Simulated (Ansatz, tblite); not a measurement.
**The cluster Ga7Sb7+: rung by rung**

An exercise on one series of results from a longer session: the logs are not shown, and one member is left open.

The runs use Ansatz 0.2.0, Gaussian basis; as each input shows.

Levels to be run: GFN1-xTB, GFN2-xTB, PBE-D4/def2-TZVP, r2SCAN-D4/def2-TZVP, B97M-V/def2-TZVP, PBE-D4/def2-SVP, PBE0-D4/def2-SVP, MP2/def2-SVP, RPA/def2-SVP.

4 further runs of the same task are left out: 4 set aside as unsound or not needed.

### The structure

The geometry is that of the doublet, from an earlier relaxation (PBE-D4/def2-SVP, loosely relaxed). At that level it is the lowest of the isomers that a small search found.

14 atoms, charge 1, spin multiplicity 2.

Bond lengths: Ga1–Sb9 2.678 Å, Ga1–Sb10 2.676 Å, Ga1–Sb11 2.711 Å, Ga2–Sb8 2.607 Å, Ga2–Sb12 2.602 Å, Ga3–Ga4 2.792 Å, Ga3–Sb10 2.657 Å, Ga3–Sb13 2.812 Å, Ga3–Sb14 2.751 Å, Ga4–Sb11 2.587 Å, Ga4–Sb12 2.714 Å, Ga4–Sb13 2.802 Å, Ga5–Sb8 2.693 Å, Ga5–Sb9 2.699 Å, Ga5–Sb11 2.719 Å, Ga6–Sb8 2.667 Å, Ga6–Sb13 2.777 Å, Ga6–Sb14 2.606 Å and more. Angles: Sb9–Ga1–Sb10 110.3°, Sb9–Ga1–Sb11 107.2°, Sb10–Ga1–Sb11 129.9°, Sb8–Ga2–Sb12 160.8°, Ga4–Ga3–Sb10 108.6°, Ga4–Ga3–Sb13 60.0°, Ga4–Ga3–Sb14 125.6°, Sb10–Ga3–Sb13 167.6°, Sb10–Ga3–Sb14 102.6°, Sb13–Ga3–Sb14 88.9°, Ga3–Ga4–Sb11 115.7°, Ga3–Ga4–Sb12 124.5°, Ga3–Ga4–Sb13 60.3°, Sb11–Ga4–Sb12 119.3°, Sb11–Ga4–Sb13 162.2°, Sb12–Ga4–Sb13 65.0°, Sb8–Ga5–Sb9 117.6°, Sb8–Ga5–Sb11 135.8° and more.

Sb takes a core potential in the def2 sets. No spin-orbit coupling is included. The ion is computed in the gas phase, without counter-ions or solvent.

PBE0-D4/def2-TZVP was run before; its log isn't repeated, and its numbers join the tables.

The first run:

Tight binding, by tblite at 300 K electronic temperature and without a spin-polarisation term:

```python
tblite.interface.Calculator('GFN1-xTB', numbers, positions, charge=1, uhf=1).singlepoint()
```

Tight binding, by tblite at 300 K electronic temperature and without a spin-polarisation term:

```python
tblite.interface.Calculator('GFN2-xTB', numbers, positions, charge=1, uhf=1).singlepoint()
```

start.molden holds the orbitals of an earlier run on this state, given as this run's starting guess.

File in.yaml:

```yaml
crystal:
  periodic: [false, false, false]
  atoms:
    - {symbol: Ga, position_ang: [-2.962003, 1.118632, 0.878272]}
    - {symbol: Ga, position_ang: [1.161871, -2.581228, -0.470476]}
    - {symbol: Ga, position_ang: [0.460857, 1.697379, 1.615781]}
    - {symbol: Ga, position_ang: [-0.234565, -1.001657, 1.776534]}
    - {symbol: Ga, position_ang: [-1.696276, -0.716352, -1.091652]}
    - {symbol: Ga, position_ang: [1.426656, 0.377825, -1.048746]}
    - {symbol: Ga, position_ang: [-1.116544, 2.895812, -0.593076]}
    - {symbol: Sb, position_ang: [0.357002, -1.445679, -2.674990]}
    - {symbol: Sb, position_ang: [-3.069456, 1.505943, -1.769258]}
    - {symbol: Sb, position_ang: [-1.709579, 3.162422, 2.067486]}
    - {symbol: Sb, position_ang: [-2.714833, -1.549999, 1.287602]}
    - {symbol: Sb, position_ang: [1.542781, -3.032446, 2.063897]}
    - {symbol: Sb, position_ang: [2.453019, -0.279419, 1.446734]}
    - {symbol: Sb, position_ang: [1.576569, 2.935668, -0.572808]}
basis:
  gaussian: {orbitals: def2-TZVP, fitting: {mean_field: def2-universal-jkfit}, initial_orbitals: start.molden}
total_charge: 1
magnetization: {spin_polarized: true, initial_magnetization: 1}
hamiltonian: {xc: pbe, dispersion: d4}
scf: {omitted_lower_state_checks: [starts]}
output: {forces: true, orbitals: {seedname: orbitals}}
```

On the command line:

```bash
$ ansatz run in.yaml --threads 2 --pin off --events-out ev --progress --plain --max-ram 32768MiB --backend cuda --devices 0, --max-vram 18GiB
```

Steps of the session up to this table: PBE-D4/def2-TZVP; r2SCAN-D4/def2-TZVP; B97M-V/def2-TZVP; PBE-D4/def2-SVP; PBE0-D4/def2-SVP; MP2/def2-SVP; RPA/def2-SVP.

One table of the session follows, with a row left open; its other results are not shown here.

It belongs to the step «Levels side by side». 

| level | HOMO (eV) | LUMO (eV) | gap (eV) |
| --- | --- | --- | --- |
| PBE-D4/def2-SVP | -7.78 | -7.52 | 0.26 |
| PBE-D4/def2-TZVP | ? | ? | ? |
| r2SCAN-D4/def2-TZVP | -7.95 | -7.45 | 0.50 |
| B97M-V/def2-TZVP | -7.70 | -7.34 | 0.36 |
| PBE0-D4/def2-SVP | -8.39 | -7.05 | 1.34 |
| PBE0-D4/def2-TZVP | -8.32 | -6.97 | 1.35 |

**Question.** Estimate the row for PBE-D4/def2-TZVP.

The run gave: HOMO (eV): -7.74; LUMO (eV): -7.48; gap (eV): 0.26. In the column «HOMO (eV)» it lies between PBE-D4/def2-SVP (-7.78) and B97M-V/def2-TZVP (-7.70).
